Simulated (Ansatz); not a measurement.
**H₄MoN₂O₂: a ladder of functionals and wavefunction methods**

One table from this session's results is given with a row withheld; the runs are named, their logs left out.

Method: functionals in def2-TZVPP, the program's frozen cores in correlated methods; program: Ansatz 0.2.0, Gaussian basis.

Plan: LDA (SPW92), PBE-D4, revPBE-D4, BLYP-D4, r2SCAN-D4, B97M-V, PBE0-D4, B3LYP-D4, r2SCANh-D4, r2SCAN0-D4, HSE06-D4, BHLYP-D4, CAM-B3LYP-D4, LC-ωPBE, ωB97X-V, ωB97M-V, B2PLYP, PBE-QIDH; CCSD(T)/def2-SVP; CCSD(T)/def2-TZVPP; MP2/def2-QZVPP; extrapolation to the limit; RPA on PBE.

1 further run of the same task is left out (for a known fault of the program). Runs told in other sessions of the task aren't counted.

**Structure used throughout**

All runs share one geometry, relaxed beforehand with PBE0-D4 in a triple-zeta def2 set. Mo takes the def2 core potential; no spin-orbit term is included.

SMILES `[NH]=[Mo](=[NH])([OH])[OH]`, 9 atoms, charge 0, spin multiplicity 1.

Atoms are counted from 1 here; the program's logs count them from 0.

Bond lengths: N1–Mo2 1.725 Å, N1–H6 1.010 Å, Mo2–N3 1.725 Å, Mo2–O4 1.892 Å, Mo2–O5 1.892 Å, N3–H7 1.010 Å, O4–H8 0.960 Å, O5–H9 0.960 Å. Angles: Mo2–N1–H6 154.5°, N1–Mo2–N3 111.3°, N1–Mo2–O4 109.1°, N1–Mo2–O5 107.5°, N3–Mo2–O4 107.5°, N3–Mo2–O5 109.1°, O4–Mo2–O5 112.4°, Mo2–N3–H7 154.4°, Mo2–O4–H8 118.7°, Mo2–O5–H9 118.7°.

Geometry (Å):

```
N    -0.6205   -0.1027   -1.5291
Mo   -0.0608   -0.0396    0.1013
N     1.5616    0.5405    0.1855
O    -0.0799   -1.7861    0.8296
O    -1.1916    1.1472    1.0466
H    -0.5334    0.0169   -2.5285
H     2.4270    0.8853   -0.2055
H    -0.6158   -2.4578    0.4012
H    -0.7982    1.7501    1.6819
```

Set-up of the first run:

in.yaml

```yaml
crystal:
  periodic: [false, false, false]
  atoms:
    - {symbol: N, position_ang: [-0.620523, -0.102650, -1.529114]}
    - {symbol: Mo, position_ang: [-0.060788, -0.039638, 0.101252]}
    - {symbol: N, position_ang: [1.561612, 0.540477, 0.185526]}
    - {symbol: O, position_ang: [-0.079932, -1.786085, 0.829621]}
    - {symbol: O, position_ang: [-1.191616, 1.147173, 1.046610]}
    - {symbol: H, position_ang: [-0.533430, 0.016869, -2.528486]}
    - {symbol: H, position_ang: [2.426976, 0.885334, -0.205495]}
    - {symbol: H, position_ang: [-0.615774, -2.457830, 0.401194]}
    - {symbol: H, position_ang: [-0.798224, 1.750149, 1.681893]}
basis:
  gaussian: {orbitals: def2-TZVPP}
hamiltonian: {xc: lda}
output: {orbitals: {seedname: orbitals}}
```

On the command line:

```console
ansatz run in.yaml --threads 4 --pin off --events-out ev --progress --plain --max-ram 10444MiB
```

Among the steps run: LDA; PBE-D4 (GGA); revPBE-D4 (GGA); BLYP-D4 (GGA); r2SCAN-D4 (meta-GGA); B97M-V (meta-GGA); B3LYP-D4 (hybrid); r2SCANh-D4 (hybrid); r2SCAN0-D4 (hybrid); HSE06-D4 (hybrid); BHLYP-D4 (hybrid); CAM-B3LYP-D4 (range-separated); LC-ωPBE (range-separated); ωB97X-V (range-separated); ωB97M-V (range-separated); B2PLYP (double hybrid); PBE-QIDH (double hybrid).

One of the session's tables, all rows but one given; the rest of the session is left out.

It belongs to the step «Orbital energies across the functionals». 

```
  functional  HOMO (eV)  gap (eV)
 LDA (SPW92)      -6.58      4.36
      PBE-D4      -6.38      4.36
   revPBE-D4          ?         ?
     BLYP-D4      -6.26      4.33
   r2SCAN-D4      -6.67      4.72
      B97M-V      -6.71      4.83
     PBE0-D4      -7.76      6.51
    B3LYP-D4      -7.52      6.04
  r2SCANh-D4      -7.19      5.53
  r2SCAN0-D4      -7.97      6.75
    HSE06-D4      -7.35      5.73
    BHLYP-D4      -9.03      8.67
CAM-B3LYP-D4      -9.13      8.94
     LC-ωPBE     -10.46     11.41
     ωB97X-V     -10.10     10.99
     ωB97M-V     -10.03     10.83
```

**Question.** Estimate the row for revPBE-D4.

The run gave: HOMO (eV): -6.30; gap (eV): 4.37. In the column «HOMO (eV)» it lies between PBE-D4 (-6.38) and BLYP-D4 (-6.26).
